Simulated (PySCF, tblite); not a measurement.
# C7H10OSSi: geometry, infrared bands and NMR shifts

Wanted: the infrared bands and NMR shifts of C7H10OSSi (`C/C=C/O[SiH2]c1cccs1`), by calculation.

The runs use tblite 0.8.0 and PySCF 2.14.0, with density-fitted response routines of our own; the level of theory stands in each step. All values are computed, except where a source is named. Atoms count from 0, in the outputs and in this text.

### Step 1. The molecule as given

20 atoms, charge 0, multiplicity 1; geometry from: force field or distance geometry start.

Bonds of the start (Å): C0–C1 1.45, C1–C2 1.33, C2–O3 1.36, O3–Si4 1.75, Si4–C5 1.83, C5–C6 1.37, C6–C7 1.35, C7–C8 1.37, C8–S9 1.85, S9–C5 1.74, C0–H10 1.09, C0–H11 1.12, C0–H12 1.13, C1–H13 1.11, C2–H14 1.09, Si4–H15 1.49, Si4–H16 1.49, C6–H17 1.11, C7–H18 1.11, C8–H19 1.07.

### Step 2. Relaxing the molecule with GFN2-xTB

The job: settings as JSON, then the geometry in Å.

```
{"job": {"kind": "relax", "xc": "GFN2-xTB", "basis": "xTB"}, "charge": 0, "multiplicity": 1}
C     -4.064500     0.855200    -0.195300
C     -2.964000    -0.085900    -0.322200
C     -1.845300     0.296600    -0.931300
O     -0.820400    -0.594200    -1.044900
Si     0.168900    -1.145500     0.287400
C      1.929200    -0.716100     0.059200
C      2.521300     0.508000     0.218300
C      3.847900     0.618700     0.017300
C      4.546400    -0.498500    -0.348500
S      3.219200    -1.789700    -0.392400
H     -4.252000     1.259100     0.803700
H     -4.004200     1.706100    -0.913400
H     -5.027200     0.323700    -0.466200
H     -3.030400    -1.106700     0.102600
H     -1.837500     1.317200    -1.324000
H     -0.356000    -0.711200     1.609100
H      0.098200    -2.629400     0.314700
H      1.895300     1.374500     0.520900
H      4.375800     1.593500     0.135600
H      5.593900    -0.564900    -0.543300
```

Started as:

```sh
OMP_NUM_THREADS=1 python probes_run.py task.json out
```

One launch serves the whole session: the jobs run in the order shown.

Standard output:

```text
step      E/eV     max force
  0    -791.56484    3.927
  1    -792.06947    1.763
  2    -792.24551    1.258
  3    -792.38207    1.321
  4    -792.45870    0.996
  5    -792.53612    0.651
  6    -792.56999    0.448
  7    -792.58844    0.330
  8    -792.60073    0.297
  9    -792.61057    0.220
 10    -792.61706    0.193
 11    -792.62132    0.158
 12    -792.62523    0.135
 13    -792.62998    0.187
 14    -792.63542    0.199
 15    -792.64052    0.196
 16    -792.64461    0.147
 17    -792.64807    0.137
 18    -792.65126    0.153
 19    -792.65430    0.146
 20    -792.65738    0.137
 21    -792.66072    0.152
 22    -792.66461    0.169
 23    -792.66924    0.163
 24    -792.67431    0.186
 25    -792.67909    0.167
 26    -792.68354    0.164
 27    -792.68802    0.171
 28    -792.69317    0.168
 29    -792.69939    0.207
 30    -792.70537    0.175
 31    -792.71012    0.159
 32    -792.71416    0.182
 33    -792.71879    0.198
 34    -792.72368    0.180
 35    -792.72697    0.191
 36    -792.72910    0.181
 37    -792.73175    0.153
 38    -792.73541    0.106
 39    -792.73892    0.105
 40    -792.74236    0.113
 41    -792.74407    0.081
 42    -792.74515    0.075
 43    -792.74644    0.082
 44    -792.74772    0.076
 45    -792.74875    0.067
 46    -792.74956    0.061
 47    -792.75027    0.060
 48    -792.75102    0.057
 49    -792.75184    0.063
 50    -792.75272    0.073
 51    -792.75366    0.089
 52    -792.75471    0.086
 53    -792.75589    0.085
 54    -792.75719    0.080
 55    -792.75844    0.084
 56    -792.75958    0.094
 57    -792.76077    0.101
 58    -792.76229    0.099
 59    -792.76406    0.102
 60    -792.76584    0.092
 61    -792.76727    0.085
 62    -792.76854    0.081
 63    -792.76979    0.099
 64    -792.77117    0.083
 65    -792.77203    0.056
 66    -792.77252    0.047
 67    -792.77308    0.059
 68    -792.77389    0.082
 69    -792.77487    0.080
 70    -792.77571    0.065
 71    -792.77640    0.055
 72    -792.77720    0.083
 73    -792.77836    0.113
 74    -792.77983    0.119
 75    -792.78133    0.091
 76    -792.78269    0.103
 77    -792.78404    0.095
 78    -792.78534    0.097
 79    -792.78657    0.068
 80    -792.78737    0.053
 81    -792.78795    0.067
 82    -792.78877    0.073
 83    -792.78985    0.071
 84    -792.79082    0.070
 85    -792.79154    0.065
 86    -792.79216    0.062
 87    -792.79286    0.065
 88    -792.79370    0.059
 89    -792.79431    0.049
 90    -792.79482    0.046
 91    -792.79534    0.057
 92    -792.79580    0.043
 93    -792.79607    0.039
 94    -792.79631    0.033
 95    -792.79660    0.049
 96    -792.79693    0.058
 97    -792.79724    0.044
 98    -792.79754    0.047
 99    -792.79795    0.056
100    -792.79854    0.071
101    -792.79918    0.064
102    -792.79966    0.056
103    -792.79993    0.040
104    -792.80016    0.040
105    -792.80050    0.045
106    -792.80156    0.085
107    -792.80275    0.131
108    -792.80447    0.144
109    -792.80610    0.105
110    -792.80743    0.068
111    -792.80820    0.108
112    -792.80882    0.067
113    -792.80919    0.052
114    -792.80947    0.068
115    -792.80983    0.049
116    -792.81020    0.040
117    -792.81090    0.064
118    -792.81135    0.051
119    -792.81167    0.052
120    -792.81213    0.054
121    -792.81275    0.064
122    -792.81358    0.077
123    -792.81439    0.092
124    -792.81520    0.096
125    -792.81594    0.080
126    -792.81673    0.054
127    -792.81716    0.058
128    -792.81762    0.058
129    -792.81821    0.068
130    -792.81870    0.055
131    -792.81919    0.067
132    -792.81986    0.054
133    -792.82072    0.060
134    -792.82118    0.047
135    -792.82166    0.048
136    -792.82197    0.041
137    -792.82225    0.047
138    -792.82252    0.041
139    -792.82285    0.036
140    -792.82331    0.043
141    -792.82368    0.038
142    -792.82411    0.041
143    -792.82441    0.038
144    -792.82460    0.034
145    -792.82473    0.025
146    -792.82483    0.024
147    -792.82491    0.018
148    -792.82498    0.017
149    -792.82506    0.014
150    -792.82511    0.014
151    -792.82516    0.015
152    -792.82523    0.018
153    -792.82534    0.021
154    -792.82548    0.024
155    -792.82561    0.024
156    -792.82572    0.023
157    -792.82583    0.021
158    -792.82595    0.024
159    -792.82608    0.026
160    -792.82621    0.026
161    -792.82633    0.028
162    -792.82646    0.027
163    -792.82663    0.031
164    -792.82688    0.035
165    -792.82720    0.040
166    -792.82754    0.049
167    -792.82784    0.044
168    -792.82810    0.040
169    -792.82835    0.027
170    -792.82845    0.022
171    -792.82856    0.019
172    -792.82864    0.016
173    -792.82868    0.013
174    -792.82871    0.011
175    -792.82874    0.011
176    -792.82875    0.007
```

Run time: 7.2 s. Hardware: 1 thread of Intel Xeon at 2.50GHz, shared host; peak memory 0.18 GiB.

Step by step: (not every step is listed)

```csv
step,energy from step 0 (eV),largest force (eV/Å)
0,0.0000,3.9274
1,-0.5046,1.7627
2,-0.6807,1.2583
3,-0.8172,1.3209
4,-0.8939,0.9959
5,-0.9713,0.6507
6,-1.0051,0.4476
7,-1.0236,0.3301
8,-1.0359,0.2972
24,-1.1095,0.1862
40,-1.1775,0.1126
56,-1.1947,0.0942
72,-1.2124,0.0831
88,-1.2289,0.0590
104,-1.2353,0.0400
120,-1.2473,0.0540
136,-1.2571,0.0412
152,-1.2604,0.0182
168,-1.2633,0.0397
171,-1.2637,0.0191
172,-1.2638,0.0156
173,-1.2638,0.0132
174,-1.2639,0.0112
175,-1.2639,0.0108
176,-1.2639,0.0067
```

Distances of close pairs at the start and the end, largest changes first:

```csv
bond,before (Å),after (Å),change (Å)
C8–S9,1.852,1.719,-0.133
O3–Si4,1.749,1.624,-0.124
C6–C7,1.346,1.411,+0.065
C0–H12,1.133,1.089,-0.043
C7–H18,1.115,1.076,-0.039
C0–C1,1.454,1.492,+0.038
Si4–C5,1.826,1.863,+0.037
C6–H17,1.111,1.075,-0.036
```

The end geometry stands in the next job.

### Step 3. Harmonic vibrations with GFN2-xTB

The job: settings as JSON, then the geometry in Å.

```
{"job": {"kind": "ir", "xc": "GFN2-xTB", "basis": "xTB"}, "charge": 0, "multiplicity": 1}
C     -4.284356     0.506083    -0.296136
C     -2.871416     0.051071    -0.147579
C     -1.819321     0.806166    -0.414378
O     -0.527539     0.442645    -0.292713
Si     0.153769    -0.948494     0.195594
C      1.966450    -0.538398     0.066527
C      2.608918     0.593782    -0.337395
C      4.015859     0.498900    -0.284004
C      4.434057    -0.712362     0.163299
S      3.113528    -1.753025     0.523683
H     -4.802730     0.443347     0.660086
H     -4.326204     1.532307    -0.650772
H     -4.815562    -0.132120    -1.001302
H     -2.718683    -0.959376     0.203107
H     -1.920360     1.825742    -0.768546
H     -0.211519    -1.281454     1.576861
H     -0.198647    -2.066877    -0.685406
H      2.079961     1.471150    -0.663914
H      4.681961     1.295473    -0.565200
H      5.436686    -1.063879     0.305453
```

Standard output:

```text
mode    cm-1     km/mol
  1      35.1      0.48
  2      36.6      0.19
  3      55.4      0.16
  4     102.0      1.57
  5     137.5      0.45
  6     147.7      0.63
  7     169.0      2.05
  8     197.2      0.72
  9     295.9      0.01
 10     305.7      2.71
 11     407.5      1.69
 12     429.1      8.14
 13     519.7     40.42
 14     550.7     97.20
 15     566.8     19.78
 16     609.9      5.83
 17     647.0      4.84
 18     728.0      3.78
 19     734.2     14.78
 20     743.3     13.87
 21     751.0    197.81
 22     783.9    301.39
 23     810.4    173.77
 24     818.4      4.12
 25     846.0     11.44
 26     851.4      0.00
 27     964.4     27.69
 28     982.4     20.84
 29    1004.8     92.56
 30    1040.7      0.32
 31    1073.2      1.83
 32    1100.2     16.26
 33    1131.0      2.66
 34    1181.9      3.69
 35    1203.3    478.81
 36    1260.5     84.35
 37    1294.0     11.53
 38    1328.6      3.51
 39    1402.9      4.24
 40    1447.5     31.90
 41    1476.7      5.02
 42    1486.0      4.67
 43    1546.8     29.94
 44    1732.0     81.95
 45    2210.8    390.08
 46    2249.1    119.16
 47    2999.2     25.77
 48    3015.2     35.41
 49    3031.4     26.10
 50    3047.4     19.85
 51    3083.8     76.42
 52    3119.8     21.32
 53    3132.6     23.17
 54    3161.2     11.49
```

Wall time 4.5 s (1 thread of Intel Xeon at 2.50GHz, shared host); peak memory 0.18 GiB.

The strongest bands and the atoms that carry them (share of the mass-weighted mode):

```csv
cm⁻¹,km/mol,atoms
551,97.2,"C5 26 %, H16 20 %, H15 19 %, Si4 11 %"
751,197.8,"H15 34 %, H16 34 %, O3 18 %"
784,301.4,"Si4 38 %, C2 18 %, O3 14 %"
810,173.8,"H15 47 %, H16 47 %"
1005,92.6,"C5 53 %, C6 11 %"
1203,478.8,"O3 46 %, C2 33 %"
2211,390.1,"H15 52 %, H16 44 %"
2249,119.2,"H16 53 %, H15 45 %"
```

### Step 4. NMR shieldings: PBE0/pcSseg-1

Settings changed since step 3:

```diff
@@ -1,2 +1,2 @@
-{"job": {"kind": "ir", "xc": "GFN2-xTB", "basis": "xTB"}, "charge": 0, "multiplicity": 1}
+{"job": {"kind": "nmr", "xc": "PBE0", "basis": "pcSseg-1"}, "charge": 0, "multiplicity": 1}
 C     -4.284356     0.506083    -0.296136
```

Level: GIAO PBE0/pcSseg-1 NMR shielding, non-relativistic, gas phase.

Standard output:

```text
coarse grid: 18136 points
cycle   1  E = -1034.7627347175  dE =  1.683e+00  |g| = 6.920e-01  |ddm| = 4.332e+00
cycle   2  E = -1034.6521329896  dE =  1.106e-01  |g| = 1.008e+00  |ddm| = 1.535e+00
cycle   3  E = -1034.8567234467  dE = -2.046e-01  |g| = 1.424e-01  |ddm| = 1.080e+00
cycle   4  E = -1034.8609395603  dE = -4.216e-03  |g| = 5.902e-02  |ddm| = 1.883e-01
cycle   5  E = -1034.8617787330  dE = -8.392e-04  |g| = 1.661e-02  |ddm| = 5.956e-02
cycle   6  E = -1034.8618416885  dE = -6.296e-05  |g| = 4.775e-03  |ddm| = 1.744e-02
cycle   7  E = -1034.8618465241  dE = -4.836e-06  |g| = 1.829e-03  |ddm| = 5.341e-03
final grid: 167056 points
cycle   8  E = -1034.9337512315  dE = -3.041e-05  |g| = 1.168e-02  |ddm| = 3.416e-02
cycle   9  E = -1034.9337115004  dE =  3.973e-05  |g| = 1.760e-02  |ddm| = 2.424e-02
cycle  10  E = -1034.9337810504  dE = -6.955e-05  |g| = 1.927e-03  |ddm| = 1.630e-02
cycle  11  E = -1034.9337819353  dE = -8.849e-07  |g| = 3.945e-04  |ddm| = 1.901e-03
cycle  12  E = -1034.9337819709  dE = -3.563e-08  |g| = 1.464e-04  |ddm| = 5.165e-04
cycle  13  E = -1034.9337819760  dE = -5.073e-09  |g| = 4.883e-05  |ddm| = 1.739e-04
cycle  14  E = -1034.9337819765  dE = -4.995e-10  |g| = 2.179e-05  |ddm| = 5.709e-05
converged SCF energy = -1034.9337819765

GIAO shielding tensors (ppm)
atom      isotropic    diamagn.    paramagn.     s11        s22        s33       span
  0 C      171.326     243.886     -72.560    158.702    167.610    187.665     28.963
  1 C       78.332     264.697    -186.364    -15.719     95.628    155.088    170.807
  2 C       36.923     247.221    -210.298    -63.755     80.565     93.958    157.714
  3 O      245.567     400.122    -154.555    171.292    259.821    305.588    134.296
  4 Si     387.259     883.423    -496.164    350.891    359.292    451.593    100.702
  5 C       48.811     261.291    -212.480    -24.537     24.658    146.312    170.849
  6 C       46.746     248.101    -201.355    -40.511     30.520    150.229    190.740
  7 C       55.334     255.588    -200.253    -27.664     41.018    152.648    180.312
  8 C       44.524     266.517    -221.993    -48.005     38.423    143.153    191.158
  9 S      256.449    1057.286    -800.837     92.100    270.621    406.626    314.526
 10 H       29.844      26.016       3.827     25.283     27.783     36.465     11.182
 11 H       30.074      27.257       2.818     26.192     29.169     34.861      8.669
 12 H       29.846      25.718       4.128     25.302     27.763     36.473     11.172
 13 H       26.744      36.674      -9.930     23.530     25.858     30.844      7.314
 14 H       25.047      32.256      -7.209     21.119     25.364     28.658      7.539
 15 H       26.081      31.828      -5.747     21.769     26.262     30.212      8.443
 16 H       26.081      31.600      -5.519     21.828     26.175     30.240      8.412
 17 H       24.022      33.432      -9.409     19.669     24.429     27.969      8.301
 18 H       24.339      29.844      -5.504     21.118     24.819     27.080      5.962
 19 H       24.087      29.819      -5.732     21.280     23.746     27.234      5.955
```

It took 2.8 min on 1 thread of Intel Xeon at 2.50GHz, shared host; peak memory 1.1 GiB.

Shifts follow as δ = σ(reference) − σ, with reference shieldings (ppm) from runs at the same level and on the same kind of geometry: 1H TMS 31.72, 13C TMS 186.9, 29Si TMS 349.2, 17O H2O 336.1, 33S CS2 504. The references are single molecules in the gas phase, so shifts against H2O, NH3, PH3, H3PO4 or CFCl3 are not on the usual liquid scales and can be off by tens of ppm. Atoms listed in one row are averaged.

```csv
atoms,environment,σ (ppm),δ (ppm),δ scaled to CDCl3
C2,alkene carbon bearing oxygen,36.9,150.0,144.5
C8,aromatic CH next to the ring sulfur,44.5,142.4,132.7
C6,aromatic CH,46.7,140.2,134.9
C5,substituted aromatic carbon next to the ring sulfur,48.8,138.1,128.5
C7,aromatic CH,55.3,131.6,126.5
C1,β carbon of an enol-ether or enamine type C=C,78.3,108.6,104.1
C0,allylic methyl carbon,171.3,15.6,13.3
H17,hydrogen on an aromatic CH,24.02,7.69,7.36
H19,hydrogen on an aromatic CH next to the ring sulfur,24.09,7.63,7.30
H18,hydrogen on an aromatic CH,24.34,7.38,7.06
H14,hydrogen on an alkene carbon bearing oxygen,25.05,6.67,6.39
"H15, H16","hydrogen on a silicon bonded to C, O",26.08,5.64,–
H13,hydrogen on a β carbon of an enol-ether or enamine type C=C,26.74,4.97,4.79
"H10, H11, H12",hydrogen on an allylic methyl carbon,29.92,1.80,1.80
O3,"oxygen bonded to C, Si",245.6,90.5,–
Si4,"silicon bonded to C, O, 2 H",387.3,-38.1,–
S9,aromatic ring sulfur,256,247,–
```

The scaled column applies a straight-line fit of computed shieldings to shifts measured in CDCl3, with any fitted terms for Cl, Br or S neighbours (root-mean-square error 0.16 ppm for H, 1.9 ppm for C).

Charges from the same density, by scheme (e):

```csv
atoms,Mulliken,IAO,Hirshfeld,ESP fit
C0,-0.21,-0.42,-0.11,-0.40
C1,-0.37,-0.22,-0.08,-0.07
C2,0.24,0.05,0.02,-0.14
O3,-0.60,-0.59,-0.19,-0.30
Si4,0.92,1.01,0.38,0.61
C5,-0.57,-0.46,-0.13,-0.25
C6,-0.03,-0.16,-0.07,0.01
C7,-0.05,-0.19,-0.07,-0.29
C8,-0.27,-0.31,-0.08,-0.18
S9,0.25,0.33,0.10,0.04
```

Mayer bond orders: C0–C1 1.06, C1–C2 1.88, C2–O3 0.95, O3–Si4 0.93, Si4–C5 0.82, C5–C6 1.59, C6–C7 1.28, C7–C8 1.57, C8–S9 1.19, S9–C5 1.16.

Ring of atoms C5, C6, C7, C8, S9: NICS(0) -12.5, NICS(1) -11.7, NICS(1)zz -28.2 ppm (means of both faces).

### Step 5. Results

```
                                                              quantity                                               value
                             strongest single infrared mode (GFN2-xTB)                               1203 cm⁻¹, 479 km/mol
                                          zero-point energy (GFN2-xTB)                                       91.5 kcal/mol
                                13C shifts against TMS (PBE0/pcSseg-1)  150.0, 142.4, 140.2, 138.1, 131.6, 108.6, 15.6 ppm
1H shifts against TMS (PBE0/pcSseg-1, means over atoms taken as alike)        7.69, 7.63, 7.38, 6.67, 5.64, 4.97, 1.80 ppm
                                17O shifts against H2O (PBE0/pcSseg-1)                                            90.5 ppm
                               29Si shifts against TMS (PBE0/pcSseg-1)                                           -38.1 ppm
                                33S shifts against CS2 (PBE0/pcSseg-1)                                             247 ppm
```

In words: The optimisation took 176 steps and gained 1.264 eV; among the close pairs (by a distance rule), C8–S9 changed most, from 1.852 to 1.719 Å. All 54 modes are real, so the xTB geometry is a minimum. The strongest single mode, at 1203 cm⁻¹, moves mainly O3 and C2. GFN2-xTB is a fitted tight-binding method: band positions and strengths are rough. Its intensities can rank the bands wrongly. At PBE0/pcSseg-1: Shielding is most anisotropic at S9 (span 315 ppm, paramagnetic term -801 ppm). NICS(1)zz of -28 ppm above the planar ring from C5 marks a diatropic (aromatic) ring current.
